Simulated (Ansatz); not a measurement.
**CH2F3OSn radical: basis-set convergence**

Aim: see how fast density functionals converge with the basis set for CH2F3OSn radical.

The runs use Ansatz 0.2.0, Gaussian basis; one geometry, several basis sets.

Levels to be run: PBE0-D4/def2-SVP; ωB97M-V/def2-SVP; PBE0-D4/def2-QZVPP; ωB97M-V/def2-QZVPP; the functionals' def2-TZVPP values are taken from earlier runs.

## Step 1: Structure used throughout

The geometry comes from an earlier relaxation with PBE0-D4 in a triple-zeta def2 set; it is a stationary point, not always the lowest conformer. Sn takes the def2 core potential; no spin-orbit term is included.

SMILES `FC(F)(F)[O][SnH2]`, 8 atoms, charge 0, spin multiplicity 2.

Atoms are counted from 1 here; the program's logs count them from 0.

Bond lengths: F1–C2 1.333 Å, C2–F3 1.347 Å, C2–F4 1.360 Å, C2–O5 1.311 Å, O5–Sn6 2.020 Å, Sn6–H7 1.719 Å, Sn6–H8 1.722 Å. Angles: F1–C2–F3 107.0°, F1–C2–F4 106.9°, F1–C2–O5 111.4°, F3–C2–F4 105.7°, F3–C2–O5 112.8°, F4–C2–O5 112.6°, C2–O5–Sn6 122.7°, O5–Sn6–H7 98.2°, O5–Sn6–H8 104.5°, H7–Sn6–H8 114.5°.

## Step 2: PBE0-D4 in def2-SVP

in.yaml reads:

```yaml
crystal:
  periodic: [false, false, false]
  atoms:
    - {symbol: F, position_ang: [2.006324, -0.204693, -1.384552]}
    - {symbol: C, position_ang: [0.823498, -0.396571, -0.799718]}
    - {symbol: F, position_ang: [-0.070155, -0.624263, -1.781519]}
    - {symbol: F, position_ang: [0.910423, -1.561979, -0.104379]}
    - {symbol: O, position_ang: [0.495473, 0.619500, -0.039554]}
    - {symbol: Sn, position_ang: [-0.806552, 0.458108, 1.496240]}
    - {symbol: H, position_ang: [-1.159823, 2.128751, 1.695735]}
    - {symbol: H, position_ang: [-2.106988, -0.476053, 0.861947]}
basis:
  gaussian: {orbitals: def2-SVP}
magnetization: {spin_polarized: true, initial_magnetization: 1}
hamiltonian: {xc: pbe0, dispersion: d4}
output: {orbitals: {seedname: orbitals}}
```

After this run come: ωB97M-V in def2-SVP; PBE0-D4 in def2-QZVPP; ωB97M-V in def2-QZVPP.

**Question.** What will the summary of the whole plan be? Wanted: PBE0-D4: double and triple zeta above quadruple; ωB97M-V: double and triple zeta above quadruple.

**Answer**, as computed:

| quantity | value |
| --- | --- |
| PBE0-D4: double and triple zeta above quadruple | 14.45, 0.63 eV |
| ωB97M-V: double and triple zeta above quadruple | 14.70, 0.59 eV |

For PBE0-D4 the step from double to triple zeta gains 13.82 eV and the next only 0.63 eV. These are total energies; as a rule much of such shifts cancels in differences, which this series doesn't test.
